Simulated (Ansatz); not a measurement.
**C2H8O4Si: a dynamics run in two tries**

Aim: a short trajectory for this system. SMILES of the start: CO[Si](O)(O)OC.

Method: RKS BHLYP-D4/6-31G, in Ansatz 0.2.0.

### Step 1. The structure to begin with

Bond lengths: Si1–O2 1.654 Å, O2–C3 1.525 Å, C3–H4 1.141 Å, C3–H5 1.100 Å, C3–H6 1.058 Å, Si1–O7 1.688 Å, O7–C8 1.459 Å, C8–H9 1.128 Å, C8–H10 1.069 Å, C8–H11 1.050 Å, Si1–O12 1.667 Å, O12–H13 0.949 Å, Si1–O14 1.680 Å, O14–H15 0.953 Å. Angles (14 of 22 angles, heavy atoms first): Si1–O2–C3 129.4°, O2–Si1–O7 114.2°, O2–Si1–O12 105.6°, O2–Si1–O14 107.7°, O7–Si1–O12 107.5°, O7–Si1–O14 108.8°, O12–Si1–O14 113.1°, Si1–O7–C8 132.9°, O2–C3–H4 101.6°, O2–C3–H5 104.5°, O2–C3–H6 107.8°, O7–C8–H9 105.0°, O7–C8–H10 111.8°, O7–C8–H11 107.0°.

Structure file:

```xyz
15

Si   -0.2819   -0.4005   -0.0531
O    -0.8170   -0.8819    1.4365
C    -1.1228   -0.0428    2.6720
H    -1.3852   -0.8478    3.4370
H    -0.1941    0.5137    2.8637
H    -2.0263    0.4781    2.4946
O     1.3977   -0.4028   -0.2201
C     2.3853   -1.4726   -0.3159
H     3.3844   -0.9566   -0.2218
H     2.2516   -2.2056    0.4508
H     2.2425   -1.9394   -1.2454
O    -0.7996    1.1739   -0.2291
H    -0.3942    1.8286   -0.7836
O    -0.9421   -1.4428   -1.1941
H    -1.7392   -1.9645   -1.2320
```

### Step 2. First attempt

Input file input.yaml:

```yaml
crystal:
  periodic: [false, false, false]
  atoms:
    - { symbol: Si, position_ang: [-0.281922, -0.400507, -0.053112] }
    - { symbol: O, position_ang: [-0.81696, -0.881914, 1.436468] }
    - { symbol: C, position_ang: [-1.122849, -0.042827, 2.672049] }
    - { symbol: H, position_ang: [-1.385219, -0.847809, 3.436963] }
    - { symbol: H, position_ang: [-0.194053, 0.513705, 2.863732] }
    - { symbol: H, position_ang: [-2.026305, 0.47808, 2.494638] }
    - { symbol: O, position_ang: [1.397719, -0.402793, -0.220087] }
    - { symbol: C, position_ang: [2.385284, -1.472586, -0.315898] }
    - { symbol: H, position_ang: [3.384392, -0.956587, -0.22178] }
    - { symbol: H, position_ang: [2.2516, -2.205609, 0.450753] }
    - { symbol: H, position_ang: [2.242543, -1.939426, -1.245413] }
    - { symbol: O, position_ang: [-0.799561, 1.173928, -0.229096] }
    - { symbol: H, position_ang: [-0.394225, 1.828552, -0.783615] }
    - { symbol: O, position_ang: [-0.942055, -1.442773, -1.194057] }
    - { symbol: H, position_ang: [-1.739241, -1.964454, -1.231968] }
basis:
  gaussian: { orbitals: "6-31G" }
hamiltonian:
  xc: { name: BHLYP }
  dispersion: d4
md:
  timestep: 0.5
  n_steps: 25
  ensemble: nve
  temperature: 1000.0
  initial_velocities: maxwell_boltzmann
  seed: 929386
  masses: [{ species: H, mass: 10.0 }]
  temperature_schedule: [{ n_steps: 10, end_temperature: 100.0 }]
```

Started as:

```console
> ansatz run input.yaml --threads 1 --pin off --max-ram 2048MiB --backend cpu --events-out ev --progress --plain --runs-dir out
```

Before running it: what results should come out? Wanted: first try.

**Answer**, as computed:

| quantity | value |
| --- | --- |
| first try | refused |
| cause | a temperature schedule needs a thermostat, and a run at constant energy has none |

**Reading.** The fault in the first input was caught at the input check and cost nothing.
